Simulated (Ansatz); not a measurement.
**TiH2 (triplet): from Hartree-Fock to the top rungs, def2-TZVP**

How much of the correlation energy of TiH2 (triplet) does each wave-function method recover here?

The runs use Ansatz 0.2.0, Gaussian basis; def2-TZVP, core rule «outside noble gas», up to 9 orbitals frozen.

The runs, in order: UHF; CCSD(T) on ROHF; CCSD(T) on UHF; CISD; CCSDT(Q) on ROHF; CCSDT(Q) on UHF; CISDTQ; Full CI.

8 further runs of the same task are left out: 4 for a known fault of the program, 4 set aside as unsound or not needed.

## Step 1: What is computed

The geometry is a PBE0/def2-TZVP stationary point (not a proven minimum) of the parent state, kept for this charge and spin.

3 atoms, charge 0, spin multiplicity 3.

Atoms are counted from 1 here; the program's logs count them from 0.

Bond lengths: Ti1–H2 1.847 Å, Ti1–H3 1.847 Å. Angles: H2–Ti1–H3 180.0°.

Geometry (Å):

```xyz
3
H2Ti
Ti    0.0000    0.0000    0.0000
H     0.0000    0.0000   -1.8474
H     0.0000    0.0000    1.8474
```

## Step 2: UHF

in.yaml reads:

```yaml
crystal:
  periodic: [false, false, false]
  atoms:
    - {symbol: Ti, position_ang: [0.000000, 0.000000, 0.000000]}
    - {symbol: H, position_ang: [0.000000, 0.000000, -1.847400]}
    - {symbol: H, position_ang: [0.000000, 0.000000, 1.847400]}
basis:
  gaussian: {orbitals: def2-TZVP}
magnetization: {spin_polarized: true, initial_magnetization: 2}
hamiltonian: {xc: hf}
output: {orbitals: {seedname: orbitals}}
```

Launch:

```bash
$ ansatz run in.yaml --threads 1 --pin off --events-out ev --progress --plain --max-ram 2816MiB --backend cpu
```

Further steps of the session: CCSD(T) on ROHF; CCSD(T) on UHF; CISD; CCSDT(Q) on ROHF; CCSDT(Q) on UHF; CISDTQ; Full CI.

Q: Predict the results of all the runs planned. Wanted: FCI below the RHF energy; RMP2 from FCI; UMP2 from FCI; RCCSD from FCI; RCCSD(T) from FCI; UCCSD(T) from FCI; RCCSDT(Q) from FCI; UCCSDT(Q) from FCI; T1 diagnostic.

The runs gave:

| quantity | value |
| --- | --- |
| FCI below the RHF energy | -2.3210 eV |
| RMP2 from FCI | +14.08 kcal/mol |
| UMP2 from FCI | +12.42 kcal/mol |
| RCCSD from FCI | +1.30 kcal/mol |
| RCCSD(T) from FCI | +0.41 kcal/mol |
| UCCSD(T) from FCI | -0.97 kcal/mol |
| RCCSDT(Q) from FCI | +0.01 kcal/mol |
| UCCSDT(Q) from FCI | -1.37 kcal/mol |
| levels within 1 kcal/mol (43 meV) | UCCSD, RCCSD(T), UCCSD(T), RCCSDT, RCCSDT(Q) |
| T1 diagnostic | 0.030 |
| effectively unpaired electrons | 2.03 |

What this shows: RCCSD(T) lands +0.41 kcal/mol from the yardstick (0.8 % of the correlation energy). CCSD(T) misses by +0.41 kcal/mol on the restricted determinant and by -0.97 kcal/mol on the unrestricted one; the two need not hold the same state or core. UCCSD, UCCSD(T), UCCSDT, UCCSDT(Q) fall below full CI: unrestricted runs freeze a spin-polarised core, another one than full CI's, and coupled cluster isn't variational. One determinant dominates. Coupled cluster took another determinant than the lowest Hartree-Fock one. These misses are within one basis, not against nature; the frozen cores of restricted and unrestricted runs differ, which can shift their rows.
